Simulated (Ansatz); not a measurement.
# CH₇BO₃Si: one species, many methods

The task here is to estimate one member of a computed series from the others.

Computed with Ansatz 0.2.0, Gaussian basis. Level: functionals in def2-TZVPP, the program's frozen cores in correlated methods.

Levels to be run: PBE-D4, r2SCAN-D4, PBE0-D4, B3LYP-D4, ωB97X-V, ωB97M-V, B2PLYP; CCSD(T)/def2-TZVPP; MP2/def2-QZVPP; extrapolation to the limit.

## The geometry

An earlier PBE0-D4 in a triple-zeta def2 set relaxation fixed the geometry.

SMILES `OB(O)OC[SiH3]`, 13 atoms, charge 0, spin multiplicity 1.

Atoms are counted from 1 here; the program's logs count them from 0.

Bond lengths: O1–B2 1.372 Å, O1–H7 0.959 Å, B2–O3 1.360 Å, B2–O4 1.368 Å, O3–H8 0.959 Å, O4–C5 1.414 Å, C5–Si6 1.892 Å, C5–H9 1.100 Å, C5–H10 1.100 Å, Si6–H11 1.488 Å, Si6–H12 1.484 Å, Si6–H13 1.484 Å. Angles: B2–O1–H7 114.3°, O1–B2–O3 119.3°, O1–B2–O4 124.2°, O3–B2–O4 116.5°, B2–O3–H8 111.7°, B2–O4–C5 121.1°, O4–C5–Si6 108.8°, O4–C5–H9 111.3°, O4–C5–H10 111.3°, Si6–C5–H9 109.0°, Si6–C5–H10 109.0°, H9–C5–H10 107.3°, C5–Si6–H11 108.1°, C5–Si6–H12 109.9°, C5–Si6–H13 109.9°, H11–Si6–H12 109.5°, H11–Si6–H13 109.5°, H12–Si6–H13 109.9°.

The first run:

File in.yaml:

```yaml
crystal:
  periodic: [false, false, false]
  atoms:
    - {symbol: O, position_ang: [0.598665, -2.335571, 0.451682]}
    - {symbol: B, position_ang: [0.418349, -1.572938, -0.674078]}
    - {symbol: O, position_ang: [0.586363, -2.141706, -1.898045]}
    - {symbol: O, position_ang: [0.074181, -0.249503, -0.659197]}
    - {symbol: C, position_ang: [-0.122507, 0.440090, 0.559655]}
    - {symbol: Si, position_ang: [-0.580319, 2.235404, 0.178274]}
    - {symbol: H, position_ang: [0.461949, -1.863074, 1.274827]}
    - {symbol: H, position_ang: [0.825363, -3.068172, -1.828509]}
    - {symbol: H, position_ang: [0.786787, 0.425977, 1.177992]}
    - {symbol: H, position_ang: [-0.928521, -0.017074, 1.151929]}
    - {symbol: H, position_ang: [-0.781547, 2.944983, 1.471052]}
    - {symbol: H, position_ang: [0.517207, 2.886819, -0.578821]}
    - {symbol: H, position_ang: [-1.835568, 2.279866, -0.611958]}
basis:
  gaussian: {orbitals: def2-TZVPP}
hamiltonian: {xc: pbe, dispersion: d4}
output: {forces: true, orbitals: {seedname: orbitals}}
```

Command:

```console
$ ansatz run in.yaml --threads 2 --pin off --events-out ev --progress --plain --max-ram 22528MiB --backend cuda --devices 0, --max-vram 18GiB
```

Steps of the session up to this table: PBE-D4 (GGA); r2SCAN-D4 (meta-GGA); PBE0-D4 (hybrid); B3LYP-D4 (hybrid); ωB97X-V (range-separated); ωB97M-V (range-separated); B2PLYP (double hybrid); CCSD(T) in def2-TZVPP; MP2 in def2-QZVPP.

One table of the session follows, with a row left open; its other results are not shown here.

```
            method  atomisation energy (eV)
            PBE-D4                   53.597
         r2SCAN-D4                   52.968
           PBE0-D4                   52.552
          B3LYP-D4                   52.706
           ωB97X-V                   52.889
           ωB97M-V                   53.002
            B2PLYP                   52.265
     HF/def2-TZVPP                   38.597
    MP2/def2-TZVPP                   52.595
   CCSD/def2-TZVPP                   50.726
CCSD(T)/def2-TZVPP                        ?
           MP2/CBS                   53.979
       CCSD(T)/CBS                   52.851
```

Estimate the missing values for CCSD(T)/def2-TZVPP.

**Answer.** atomisation energy (eV): 51.467. In the column «atomisation energy (eV)» it lies between CCSD/def2-TZVPP (50.726) and B2PLYP (52.265).
